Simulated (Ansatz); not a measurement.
# InSiH5 (SMILES [SiH3][InH2]): a chain of runs

Aim: a series of 70 runs (PBE0/def2-SVP, UPBE0/def2-SVP, PBE/def2-TZVP, UPBE/def2-TZVP, B3LYP/def2-TZVP, UB3LYP/def2-TZVP, HF/def2-TZVP, UHF/def2-TZVP, and more) of H5InSi and its partners. 

The results are computed with Ansatz 0.2.0.

## 1. The molecule

The species is InSiH5 (7 atoms), meant as a singlet with charge 0. SMILES: `[SiH3][InH2]`. The coordinates come from a PBE0-D4/def2-TZVP relaxation. The run starts from this shape.

Bond lengths: Si1–In2 2.575 Å, Si1–H3 1.488 Å, Si1–H4 1.491 Å, Si1–H5 1.491 Å, In2–H6 1.729 Å, In2–H7 1.730 Å. Angles: Si1–In2–H6 122.1°, Si1–In2–H7 119.9°, In2–Si1–H3 113.2°, In2–Si1–H4 110.5°, In2–Si1–H5 110.1°, H6–In2–H7 118.0°, H3–Si1–H4 107.8°, H3–Si1–H5 107.7°, H4–Si1–H5 107.3°.

## 2. A structure relaxation at PBE0/def2-SVP (core potential, paw set gaussian, start density atoms) (run 1)

Input file run.yaml:

```yaml
crystal:
  periodic: [false, false, false]
  atoms:
    - {symbol: Si, position_ang: [-0.667100, -0.641500, -0.642100]}
    - {symbol: In, position_ang: [0.830800, 0.837600, 0.840500]}
    - {symbol: H, position_ang: [-2.119900, -0.371100, -0.463600]}
    - {symbol: H, position_ang: [-0.432000, -2.083300, -0.345900]}
    - {symbol: H, position_ang: [-0.338000, -0.425500, -2.080000]}
    - {symbol: H, position_ang: [0.179100, 2.062100, 1.872000]}
    - {symbol: H, position_ang: [2.547100, 0.621800, 0.819100]}
basis:
  gaussian:
    orbitals: def2-SVP
hamiltonian:
  xc: pbe0
relax: {}
```

Command:

```bash
$ ansatz run run.yaml --threads 1 --pin off --max-ram 3480MiB --events-out events.jsonl --progress --plain --runs-dir runs
```

Output, shortened:

```text
Warning: RAYON_NUM_THREADS=1 ignored (pool sized by the plan → 1); use --threads N
[...]
Functional definition: PBE0
  name "PBE0"
[...]
813 factors; integrals over basis functions are off by at most 3.4e-4 eV
[...]
mean field -13125.87847077 eV, -482.3671367607 hartree, gradient 2.2e-6 eV, S^2 0.000000; 0 other end points of the search recorded, 0 dependent functions left out
[...]
reference -13125.87850518 eV, -482.3671380255 hartree; 20, 20 occupied and 49, 49 virtual orbitals, 813 factors
relax step   1: F+E_penalty+E_count = -13125.87847077 eV  Δ(F+E_penalty+E_count) = +0.000e0 eV  max|allowed force component| = 1.437e-1 eV/Å  Δτ_max = 0.0000 Å  (21 SCF iters, accepted)
[...]
relax step   2: F+E_penalty+E_count = -13125.88112254 eV  Δ(F+E_penalty+E_count) = -2.652e-3 eV  max|allowed force component| = 6.737e-2 eV/Å  Δτ_max = 0.0211 Å  (22 SCF iters, accepted)
[...]
relax step   3: F+E_penalty+E_count = -13125.88186020 eV  Δ(F+E_penalty+E_count) = -7.377e-4 eV  max|allowed force component| = 6.833e-3 eV/Å  Δτ_max = 0.0075 Å  (22 SCF iters, accepted)
813 factors; integrals over basis functions are off by at most 3.4e-4 eV
[...]
mean field -13125.88186020 eV, -482.3672613199 hartree, gradient 2.3e-5 eV, S^2 0.000000; 1 other end points of the search recorded, 0 dependent functions left out
[...]
reference -13125.88189459 eV, -482.3672625839 hartree; 20, 20 occupied and 49, 49 virtual orbitals, 813 factors
Total energy: -13125.88189459 eV, -482.3672625839 hartree
Atom 0 at    -0.669371    -0.644134    -0.644721 Å, force     0.004989     0.006752     0.006833 eV/Å
Atom 1 at     0.836392     0.843334     0.846368 Å, force     0.002880     0.001008     0.000862 eV/Å
Atom 2 at    -2.129525    -0.371481    -0.464477 Å, force    -0.004970    -0.001297    -0.001502 eV/Å
Atom 3 at    -0.433673    -2.093741    -0.347631 Å, force    -0.001007    -0.004789    -0.000751 eV/Å
Atom 4 at    -0.339269    -0.427698    -2.090503 Å, force    -0.000746    -0.000878    -0.004827 eV/Å
Atom 5 at     0.175411     2.072086     1.880594 Å, force    -0.000067    -0.001367    -0.001129 eV/Å
Atom 6 at     2.560036     0.621733     0.820370 Å, force    -0.001079     0.000570     0.000514 eV/Å
Dipole moment:     0.018106     0.027255     0.027964 e Å
```

Run time: 4.8 s. Hardware: 1 thread of AMD EPYC 9R45 (Zen 5), shared host; peak memory 0.15 GiB.

Steps, from the record of the run:

```tsv
step	energy from the first frame kept (eV)	largest force (eV/Å)
1	0.0000	0.1479
2	-0.0027	0.1122
3	-0.0034	0.0108
```

After the run. Bond lengths: Si1–In2 2.589 Å, Si1–H3 1.496 Å, Si1–H4 1.498 Å, Si1–H5 1.499 Å, In2–H6 1.737 Å, In2–H7 1.738 Å. Angles: Si1–In2–H6 121.9°, Si1–In2–H7 119.7°, In2–Si1–H3 113.2°, In2–Si1–H4 110.5°, In2–Si1–H5 110.2°, H6–In2–H7 118.5°, H3–Si1–H4 107.8°, H3–Si1–H5 107.7°, H4–Si1–H5 107.2°.

## 3. The doublet cation: a geometry optimisation at UPBE0/def2-SVP (core potential, paw set gaussian, start density atoms) (run 2)

Input file in.yaml:

```yaml
crystal:
  periodic: [false, false, false]
  atoms:
    - symbol: Si
      position_ang: [-0.667100, -0.641500, -0.642100]
    - symbol: In
      position_ang: [0.830800, 0.837600, 0.840500]
    - symbol: H
      position_ang: [-2.119900, -0.371100, -0.463600]
    - symbol: H
      position_ang: [-0.432000, -2.083300, -0.345900]
    - symbol: H
      position_ang: [-0.338000, -0.425500, -2.080000]
    - symbol: H
      position_ang: [0.179100, 2.062100, 1.872000]
    - symbol: H
      position_ang: [2.547100, 0.621800, 0.819100]
basis:
  gaussian: {orbitals: def2-SVP}
magnetization: {spin_polarized: true, initial_magnetization: 1}
relax: {}
total_charge: 1
hamiltonian: {xc: pbe0}
```

Command:

```bash
$ ansatz run in.yaml --threads 1 --pin off --max-ram 3480MiB --events-out events.jsonl --progress --plain --runs-dir runs
```

Output:

```text
Warning: RAYON_NUM_THREADS=1 ignored (pool sized by the plan → 1); use --threads N
The last accepted step is kept in runs//last_step.txt (removed where the run ends without a failure and the disk answers)
[... 59 lines left out ...]
Total energy: -13117.42259854 eV, -482.0563891879 hartree
[... 7 lines left out ...]
Dipole moment:    -0.184046    -0.179307    -0.178974 e Å
```

Wall time 14 s (1 thread of AMD EPYC 9R45 (Zen 5), shared host); peak memory 0.2 GiB.

The path in brief:

```tsv
step	energy from the first frame kept (eV)	largest force (eV/Å)
1	0.0000	3.1008
2	-0.7898	0.9639
3	-0.9150	0.2514
4	-0.9323	0.3174
5	-0.9460	0.0507
6	-0.9463	0.0828
7	-0.9472	0.0026
```

After the run. Bond lengths: Si1–In2 3.000 Å, Si1–H3 1.483 Å, Si1–H4 1.484 Å, Si1–H5 1.485 Å, In2–H6 1.688 Å, In2–H7 1.689 Å. Angles: Si1–In2–H6 100.9°, Si1–In2–H7 98.1°, In2–Si1–H3 103.0°, In2–Si1–H4 98.6°, In2–Si1–H5 97.9°, H6–In2–H7 161.0°, H3–Si1–H4 117.3°, H3–Si1–H5 117.3°, H4–Si1–H5 116.8°.

Runs 3 to 69 aren't shown in full; the table further down has their settings and results.

## 4. InSiH4: the energy at UPBE0-D4/def2-TZVP (core potential, paw set gaussian, start density atoms) (run 70)

Input file job.yaml:

```yaml
crystal:
  periodic: [false, false, false]
  atoms:
    - {symbol: Si, position_ang: [-0.693120, -0.652476, -0.653895]}
    - {symbol: In, position_ang: [0.864286, 0.851928, 0.856146]}
    - {symbol: H, position_ang: [-2.165317, -0.410283, -0.502149]}
    - {symbol: H, position_ang: [-0.428512, -2.094312, -0.345185]}
    - {symbol: H, position_ang: [-0.334243, -0.426046, -2.090996]}
    - {symbol: H, position_ang: [0.209806, 2.109488, 1.916979]}
basis:
  gaussian:
    orbitals: def2-TZVP
hamiltonian:
  xc: pbe0
  dispersion: d4
magnetization:
  spin_polarized: true
  initial_magnetization: 1
```

Command:

```bash
$ ansatz run job.yaml --threads 1 --pin off --max-ram 3480MiB --events-out events.jsonl --progress --plain --runs-dir runs
```

Output:

```text
Warning: RAYON_NUM_THREADS=1 ignored (pool sized by the plan → 1); use --threads N
[... 2 set-up lines as earlier in the session ...]
  parameter a = 0.25
  parameter kappa = 0.804
  parameter beta = 0.06672455060314922
  exchange = (1 - a)*pbe_x(kappa = kappa, mu = beta*pi^2/3) + a*exact_x
  correlation = pbe_c(beta = beta)
925 factors; their error is unknown
mean field evaluation 1: about -13111.0094 eV, gradient 1.2e1 eV
mean field evaluation 2: about -13111.4464 eV, gradient 1.1e1 eV
mean field evaluation 4: about -13112.1337 eV, gradient 3.8e-1 eV
mean field evaluation 8: about -13112.2179 eV, gradient 1.6e-1 eV
mean field evaluation 16: about -13112.2180 eV, gradient 2.4e-5 eV
mean field -13112.21799369 eV, -481.8651234875 hartree, gradient 2.4e-5 eV, S^2 0.753904; 2 other end points of the search recorded, 0 dependent functions left out
reference -13112.21803660 eV, -481.8651250644 hartree; 20, 19 occupied and 91, 92 virtual orbitals, 925 factors
Total energy: -13112.30733400 eV, -481.8684066835 hartree
```

Run time: 2.2 s. Hardware: 1 thread of AMD EPYC 9R45 (Zen 5), shared host; peak memory 0.26 GiB.

## 5. Overview of the runs

```tsv
run	level	broken bond	fragment atoms	partner	energy (Eh)	wall time
1	PBE0/def2-SVP (core potential, paw set gaussian, start density atoms)	–	–	base	-482.367263	4.8 s
2	UPBE0/def2-SVP (core potential, paw set gaussian, start density atoms)	–	–	cation	-482.056389	14 s
3	UPBE0/def2-SVP (core potential, paw set gaussian, start density atoms)	–	–	anion	-482.395930	27 s
4	UPBE0/def2-SVP (core potential, paw set gaussian, start density atoms)	(4, 1)	(1, 2, 3, 5, 6, 7)	fragment	-481.734572	16 s
5	UPBE0/def2-SVP (core potential, paw set gaussian, start density atoms)	(2, 1)	(2, 6, 7)	fragment	-191.261449	2.6 s
6	UPBE0/def2-SVP (paw set gaussian, start density atoms)	(2, 1)	(1, 3, 4, 5)	fragment	-291.006775	1.4 s
7	UPBE0/def2-SVP (core potential, paw set gaussian, start density atoms)	(7, 2)	(1, 2, 3, 4, 5, 6)	fragment	-481.756820	7.5 s
8	PBE/def2-TZVP (core potential, paw set gaussian, start density atoms)	–	–	base	-482.442872	1.1 s
9	UPBE/def2-TZVP (core potential, paw set gaussian, start density atoms)	–	–	cation	-482.136796	1.8 s
10	UPBE/def2-TZVP (core potential, paw set gaussian, start density atoms)	–	–	anion	-482.474416	1.7 s
11	UPBE/def2-TZVP (paw set gaussian, start density atoms)	(4, 1)	(4)	fragment	-0.499616	0.06 s
12	UPBE/def2-TZVP (core potential, paw set gaussian, start density atoms)	(4, 1)	(1, 2, 3, 5, 6, 7)	fragment	-481.811843	1.6 s
13	UPBE/def2-TZVP (core potential, paw set gaussian, start density atoms)	(2, 1)	(2, 6, 7)	fragment	-191.268663	0.55 s
14	UPBE/def2-TZVP (paw set gaussian, start density atoms)	(2, 1)	(1, 3, 4, 5)	fragment	-291.076366	0.36 s
15	UPBE/def2-TZVP (paw set gaussian, start density atoms)	(7, 2)	(7)	fragment	-0.499616	0.06 s
16	UPBE/def2-TZVP (core potential, paw set gaussian, start density atoms)	(7, 2)	(1, 2, 3, 4, 5, 6)	fragment	-481.833976	1.6 s
17	B3LYP/def2-TZVP (core potential, paw set gaussian, start density atoms)	–	–	base	-482.703472	1.1 s
18	UB3LYP/def2-TZVP (core potential, paw set gaussian, start density atoms)	–	–	cation	-482.393580	2.5 s
19	UB3LYP/def2-TZVP (core potential, paw set gaussian, start density atoms)	–	–	anion	-482.735692	2 s
20	UB3LYP/def2-TZVP (paw set gaussian, start density atoms)	(4, 1)	(4)	fragment	-0.502154	0.06 s
21	UB3LYP/def2-TZVP (core potential, paw set gaussian, start density atoms)	(4, 1)	(1, 2, 3, 5, 6, 7)	fragment	-482.063455	1.9 s
22	UB3LYP/def2-TZVP (core potential, paw set gaussian, start density atoms)	(2, 1)	(2, 6, 7)	fragment	-191.347049	0.52 s
23	UB3LYP/def2-TZVP (paw set gaussian, start density atoms)	(2, 1)	(1, 3, 4, 5)	fragment	-291.262405	0.36 s
24	UB3LYP/def2-TZVP (paw set gaussian, start density atoms)	(7, 2)	(7)	fragment	-0.502154	0.06 s
25	UB3LYP/def2-TZVP (core potential, paw set gaussian, start density atoms)	(7, 2)	(1, 2, 3, 4, 5, 6)	fragment	-482.088325	1.8 s
26	HF/def2-TZVP (core potential, paw set gaussian, start density atoms)	–	–	base	-481.031650	0.4 s
27	UHF/def2-TZVP (core potential, paw set gaussian, start density atoms)	–	–	cation	-480.755862	1 s
28	UHF/def2-TZVP (core potential, paw set gaussian, start density atoms)	–	–	anion	-481.044377	1.1 s
29	UHF/def2-TZVP (paw set gaussian, start density atoms)	(4, 1)	(4)	fragment	-0.499810	0.04 s
30	UHF/def2-TZVP (core potential, paw set gaussian, start density atoms)	(4, 1)	(1, 2, 3, 5, 6, 7)	fragment	-480.421452	0.88 s
31	UHF/def2-TZVP (core potential, paw set gaussian, start density atoms)	(2, 1)	(2, 6, 7)	fragment	-190.325379	0.2 s
32	UHF/def2-TZVP (paw set gaussian, start density atoms)	(2, 1)	(1, 3, 4, 5)	fragment	-290.636503	0.12 s
33	UHF/def2-TZVP (paw set gaussian, start density atoms)	(7, 2)	(7)	fragment	-0.499810	0.04 s
34	UHF/def2-TZVP (core potential, paw set gaussian, start density atoms)	(7, 2)	(1, 2, 3, 4, 5, 6)	fragment	-480.445916	1.4 s
35	MP2/def2-TZVP (core potential, paw set gaussian, start density atoms)	–	–	base	-481.441058	1.1 s
36	UMP2/def2-TZVP (core potential, paw set gaussian, start density atoms)	–	–	cation	-481.132125	1.4 s
37	UMP2/def2-TZVP (core potential, paw set gaussian, start density atoms)	–	–	anion	-481.465919	1.5 s
38	UHF/def2-TZVP (paw set gaussian, start density atoms)	(4, 1)	(4)	fragment	-0.499810	0.04 s
39	UMP2/def2-TZVP (core potential, paw set gaussian, start density atoms)	(4, 1)	(1, 2, 3, 5, 6, 7)	fragment	-480.809390	1.3 s
40	UMP2/def2-TZVP (core potential, paw set gaussian, start density atoms)	(2, 1)	(2, 6, 7)	fragment	-190.594097	0.47 s
41	UMP2/def2-TZVP (paw set gaussian, start density atoms)	(2, 1)	(1, 3, 4, 5)	fragment	-290.743690	0.16 s
42	UHF/def2-TZVP (paw set gaussian, start density atoms)	(7, 2)	(7)	fragment	-0.499810	0.04 s
43	UMP2/def2-TZVP (core potential, paw set gaussian, start density atoms)	(7, 2)	(1, 2, 3, 4, 5, 6)	fragment	-480.832087	1.6 s
44	wB97M-V/def2-TZVP (core potential, paw set gaussian, start density atoms)	–	–	base	-482.510530	4.5 s
45	U-wB97M-V/def2-TZVP (core potential, paw set gaussian, start density atoms)	–	–	cation	-482.195964	7.8 s
46	U-wB97M-V/def2-TZVP (core potential, paw set gaussian, start density atoms)	–	–	anion	-482.539390	7.5 s
47	U-wB97M-V/def2-TZVP (paw set gaussian, start density atoms)	(4, 1)	(4)	fragment	-0.494111	0.1 s
48	U-wB97M-V/def2-TZVP (core potential, paw set gaussian, start density atoms)	(4, 1)	(1, 2, 3, 5, 6, 7)	fragment	-481.875547	7.2 s
49	U-wB97M-V/def2-TZVP (core potential, paw set gaussian, start density atoms)	(2, 1)	(2, 6, 7)	fragment	-191.209333	1.9 s
50	U-wB97M-V/def2-TZVP (paw set gaussian, start density atoms)	(2, 1)	(1, 3, 4, 5)	fragment	-291.196197	1.2 s
51	U-wB97M-V/def2-TZVP (paw set gaussian, start density atoms)	(7, 2)	(7)	fragment	-0.494111	0.12 s
52	U-wB97M-V/def2-TZVP (core potential, paw set gaussian, start density atoms)	(7, 2)	(1, 2, 3, 4, 5, 6)	fragment	-481.898607	8.1 s
53	r2SCAN/def2-TZVP (core potential, paw set gaussian, start density atoms)	–	–	base	-482.644437	1.8 s
54	U-r2SCAN/def2-TZVP (core potential, paw set gaussian, start density atoms)	–	–	cation	-482.337468	3.6 s
55	U-r2SCAN/def2-TZVP (core potential, paw set gaussian, start density atoms)	–	–	anion	-482.678343	3.6 s
56	U-r2SCAN/def2-TZVP (paw set gaussian, start density atoms)	(4, 1)	(4)	fragment	-0.499927	0.16 s
57	U-r2SCAN/def2-TZVP (core potential, paw set gaussian, start density atoms)	(4, 1)	(1, 2, 3, 5, 6, 7)	fragment	-482.012192	3.6 s
58	U-r2SCAN/def2-TZVP (core potential, paw set gaussian, start density atoms)	(2, 1)	(2, 6, 7)	fragment	-191.342305	1.1 s
59	U-r2SCAN/def2-TZVP (paw set gaussian, start density atoms)	(2, 1)	(1, 3, 4, 5)	fragment	-291.206620	0.77 s
60	U-r2SCAN/def2-TZVP (paw set gaussian, start density atoms)	(7, 2)	(7)	fragment	-0.499927	0.14 s
61	U-r2SCAN/def2-TZVP (core potential, paw set gaussian, start density atoms)	(7, 2)	(1, 2, 3, 4, 5, 6)	fragment	-482.032653	3.3 s
62	PBE0-D4/def2-TZVP (core potential, paw set gaussian, start density atoms)	–	–	base	-482.480873	1.1 s
63	UPBE0-D4/def2-TZVP (core potential, paw set gaussian, start density atoms)	–	–	cation	-482.171374	2.1 s
64	UPBE0-D4/def2-TZVP (core potential, paw set gaussian, start density atoms)	–	–	anion	-482.513041	2 s
65	UPBE0-D4/def2-TZVP (paw set gaussian, start density atoms)	(4, 1)	(4)	fragment	-0.501036	0.06 s
66	UPBE0-D4/def2-TZVP (core potential, paw set gaussian, start density atoms)	(4, 1)	(1, 2, 3, 5, 6, 7)	fragment	-481.846827	1.8 s
67	UPBE0-D4/def2-TZVP (core potential, paw set gaussian, start density atoms)	(2, 1)	(2, 6, 7)	fragment	-191.270425	0.56 s
68	UPBE0-D4/def2-TZVP (paw set gaussian, start density atoms)	(2, 1)	(1, 3, 4, 5)	fragment	-291.109682	0.4 s
69	UPBE0-D4/def2-TZVP (paw set gaussian, start density atoms)	(7, 2)	(7)	fragment	-0.501036	0.06 s
70	UPBE0-D4/def2-TZVP (core potential, paw set gaussian, start density atoms)	(7, 2)	(1, 2, 3, 4, 5, 6)	fragment	-481.868407	2.2 s
```

## 6. Results

```
                                                                                                                                        quantity          value
                                                                                                                    InSiH4, run 70: total energy  -481.86841 Eh
                                                                                                               InSiH4, run 70: dispersion energy   -8.62 kJ/mol
                                                                                                                            InSiH4, run 70: ⟨S²⟩          0.754
                           adiabatic electron affinity (to the doublet anion, shapes relaxed at PBE0/def2-SVP, no zero-point term), HF/def2-TZVP       0.346 eV
                          adiabatic electron affinity (to the doublet anion, shapes relaxed at PBE0/def2-SVP, no zero-point term), MP2/def2-TZVP       0.677 eV
 dissociation energy of the H7–In2 bond into doublet H and doublet InSiH4 (shapes relaxed at PBE0/def2-SVP, no zero-point term), B3LYP/def2-TZVP       3.075 eV
  dissociation energy of the In2–Si1 bond into doublet InH2 and doublet SiH3 (shapes relaxed at PBE0/def2-SVP, no zero-point term), HF/def2-TZVP       1.898 eV
dissociation energy of the H7–In2 bond into doublet H and doublet InSiH4 (shapes relaxed at PBE0/def2-SVP, no zero-point term), r2SCAN/def2-TZVP       3.044 eV
                       adiabatic ionisation energy (to the doublet cation, shapes relaxed at PBE0/def2-SVP, no zero-point term), B3LYP/def2-TZVP       8.433 eV
                          adiabatic ionisation energy (to the doublet cation, shapes relaxed at PBE0/def2-SVP, no zero-point term), HF/def2-TZVP       7.505 eV
                      adiabatic ionisation energy (to the doublet cation, shapes relaxed at PBE0/def2-SVP, no zero-point term), r2SCAN/def2-TZVP       8.353 eV
```

What this shows: At HF/def2-TZVP: the adiabatic electron affinity (to the doublet anion, shapes relaxed at PBE0/def2-SVP, no zero-point term) is 0.35 eV (8.0 kcal/mol). At MP2/def2-TZVP: the adiabatic electron affinity (to the doublet anion, shapes relaxed at PBE0/def2-SVP, no zero-point term) is 0.68 eV (15.6 kcal/mol). At B3LYP/def2-TZVP: the dissociation energy of the H7–In2 bond into doublet H and doublet InSiH4 (shapes relaxed at PBE0/def2-SVP, no zero-point term) is 3.07 eV (297 kJ/mol). At HF/def2-TZVP: the dissociation energy of the In2–Si1 bond into doublet InH2 and doublet SiH3 (shapes relaxed at PBE0/def2-SVP, no zero-point term) is 1.90 eV (44 kcal/mol). At r2SCAN/def2-TZVP: the dissociation energy of the H7–In2 bond into doublet H and doublet InSiH4 (shapes relaxed at PBE0/def2-SVP, no zero-point term) is 3.04 eV (70 kcal/mol). At B3LYP/def2-TZVP: the adiabatic ionisation energy (to the doublet cation, shapes relaxed at PBE0/def2-SVP, no zero-point term) is 8.43 eV (194 kcal/mol). Totals of different functionals can't be ranked against each other. All runs together took 2.9 min, the longest 27 s.
